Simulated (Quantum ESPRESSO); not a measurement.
# AgRh: Wannier functions under several settings

```xyz
2
Lattice="2.7776 0.0000 0.0000 -1.3888 2.4055 0.0000 0.0000 0.0000 4.8086" Properties=species:S:1:pos:R:3 pbc="T T T"
Ag    0.0000    0.0000    2.4043
Rh    1.3888    0.8018    0.0000
```

The cell comes from a database or a generator and needn't be the stable form of this composition.

All runs used Quantum ESPRESSO 7.5; potentials PseudoDojo 0.4.1 SR PBE standard; k mesh 9 × 9 × 5; given cell; no spin polarisation; cutoff 1197 eV; occupations fermi-dirac, width 0.05 eV.

```csv
level,start,Wannier mesh,spread a function (Å²),RMS miss of the bands (meV)
PBE,atomic projections with disentanglement,7 × 7 × 4,?,?
PBE,"atomic projections with disentanglement, not minimised",7 × 7 × 4,1.94,13
PBE,SCDM with an erfc weight,7 × 7 × 4,2.20,24
```

Task: What stands in the row left open?

Result: Spread a function 1.54 Å²; RMS miss of the bands 24 meV.

Caveats: the Wannier minimisation didn't converge (some runs).

For the row left open. Caveat: the Wannier minimisation didn't converge.
